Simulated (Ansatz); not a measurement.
**C₃H₇AlClFO: up Jacob's ladder to CCSD(T)**

One table from this session's results is given with a row withheld; the runs are named, their logs left out.

The runs use Ansatz 0.2.0, Gaussian basis; functionals in def2-TZVPP, the program's frozen cores in correlated methods.

Levels to be run: PBE-D4, r2SCAN-D4, PBE0-D4, B3LYP-D4, ωB97X-V, ωB97M-V, B2PLYP; CCSD(T)/def2-TZVPP; MP2/def2-QZVPP; extrapolation to the limit.

## The geometry

The geometry comes from an earlier relaxation with PBE0-D4 in a triple-zeta def2 set; it is a stationary point, not always the lowest conformer.

SMILES `CC(C)[O][Al]([F])[Cl]`, 14 atoms, charge 0, spin multiplicity 1.

Atoms are counted from 1 here; the program's logs count them from 0.

Bond lengths: C1–C2 1.516 Å, C1–H8 1.093 Å, C1–H9 1.092 Å, C1–H10 1.095 Å, C2–C3 1.516 Å, C2–O4 1.414 Å, C2–H11 1.097 Å, C3–H12 1.093 Å, C3–H13 1.092 Å, C3–H14 1.095 Å, O4–Al5 1.665 Å, Al5–F6 1.642 Å, Al5–Cl7 2.071 Å. Angles: C2–C1–H8 110.9°, C2–C1–H9 110.5°, C2–C1–H10 110.4°, H8–C1–H9 108.2°, H8–C1–H10 108.0°, H9–C1–H10 108.7°, C1–C2–C3 112.2°, C1–C2–O4 110.5°, C1–C2–H11 108.8°, C3–C2–O4 110.4°, C3–C2–H11 108.8°, O4–C2–H11 106.0°, C2–C3–H12 110.9°, C2–C3–H13 110.5°, C2–C3–H14 110.4°, H12–C3–H13 108.2°, H12–C3–H14 108.0°, H13–C3–H14 108.7° and more.

Set-up of the first run:

The input, in.yaml:

```yaml
crystal:
  periodic: [false, false, false]
  atoms:
    - {symbol: C, position_ang: [-0.360306, 0.679791, -1.358009]}
    - {symbol: C, position_ang: [-0.637330, 0.468203, 0.116999]}
    - {symbol: C, position_ang: [-1.211439, -0.905427, 0.401049]}
    - {symbol: O, position_ang: [0.537235, 0.678725, 0.875473]}
    - {symbol: Al, position_ang: [2.047451, -0.017007, 0.966336]}
    - {symbol: F, position_ang: [2.483732, -1.283538, 0.017026]}
    - {symbol: Cl, position_ang: [3.436084, 0.722566, 2.312473]}
    - {symbol: H, position_ang: [-1.279316, 0.596284, -1.942845]}
    - {symbol: H, position_ang: [0.064341, 1.671020, -1.529581]}
    - {symbol: H, position_ang: [0.344098, -0.073160, -1.725908]}
    - {symbol: H, position_ang: [-1.354552, 1.226693, 0.453616]}
    - {symbol: H, position_ang: [-2.161938, -1.045473, -0.119076]}
    - {symbol: H, position_ang: [-1.385904, -1.033596, 1.471263]}
    - {symbol: H, position_ang: [-0.522156, -1.685080, 0.061184]}
basis:
  gaussian: {orbitals: def2-TZVPP}
hamiltonian: {xc: pbe, dispersion: d4}
output: {forces: true, orbitals: {seedname: orbitals}}
```

On the command line:

```console
ansatz run in.yaml --threads 2 --pin off --events-out ev --progress --plain --max-ram 22528MiB --backend cuda --devices 0, --max-vram 18GiB
```

Steps of the session up to this table: PBE-D4 (GGA); r2SCAN-D4 (meta-GGA); PBE0-D4 (hybrid); B3LYP-D4 (hybrid); ωB97X-V (range-separated); ωB97M-V (range-separated); B2PLYP (double hybrid); CCSD(T) in def2-TZVPP; MP2 in def2-QZVPP.

One table of the session follows, with a row left open; its other results are not shown here.

It belongs to the step «Atomisation energies». 

| method | atomisation energy (kJ/mol) |
| --- | --- |
| PBE-D4 | 5708.4 |
| r2SCAN-D4 | 5647.1 |
| PBE0-D4 | 5620.1 |
| B3LYP-D4 | 5598.9 |
| ωB97X-V | 5629.4 |
| ωB97M-V | 5636.0 |
| B2PLYP | 5562.6 |
| HF/def2-TZVPP | 4219.1 |
| MP2/def2-TZVPP | 5624.2 |
| CCSD/def2-TZVPP | ? |
| CCSD(T)/def2-TZVPP | 5496.4 |
| MP2/CBS | 5764.3 |
| CCSD(T)/CBS | 5636.6 |

Estimate the missing values for CCSD/def2-TZVPP.

The run gave: atomisation energy (kJ/mol): 5419.3. In the column «atomisation energy (kJ/mol)» it lies between HF/def2-TZVPP (4219.1) and CCSD(T)/def2-TZVPP (5496.4).

Limits of these values: Free atoms (3 C, 1 O, 1 Al, 1 F, 1 Cl, 7 H) were run apart at each level; the atomisation energy is their sum less the molecule, without zero-point or spin-orbit terms.
